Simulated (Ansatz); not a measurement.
# ClTi: the cost of one run

The runs use Ansatz 0.2.0, Gaussian basis; def2-TZVPP, core rule «outside noble gas», up to 14 orbitals frozen.

The runs, in order: UHF; ROHF; CCSD(T) on UHF.

2 further runs of the same task are left out: 2 set aside as unsound or not needed.

### 1 The system

The geometry is a PBE0/def2-TZVP stationary point (not a proven minimum).

2 atoms, charge 1, spin multiplicity 3.

Atoms are counted from 1 here; the program's logs count them from 0.

Bond lengths: Ti1–Cl2 2.169 Å.

Geometry (Å):

```
Ti    0.0000    0.0000    0.0000
Cl    0.0000    0.0000    2.1686
```

### 2 UHF

in.yaml reads:

```yaml
crystal:
  periodic: [false, false, false]
  atoms:
    - {symbol: Ti, position_ang: [0.000000, 0.000000, 0.000000]}
    - {symbol: Cl, position_ang: [0.000000, 0.000000, 2.168600]}
basis:
  gaussian: {orbitals: def2-TZVPP}
total_charge: 1
magnetization: {spin_polarized: true, initial_magnetization: 2}
hamiltonian: {xc: hf}
output: {orbitals: {seedname: orbitals}}
```

Launch:

```sh
ansatz run in.yaml --threads 1 --pin off --events-out ev --progress --plain --max-ram 4096MiB --backend cpu
```

**Question.** How long does this run take on 1 thread of AMD EPYC 7R13, shared host, and how much memory does it need?

About 20 s, with a peak of 0.32 GiB.
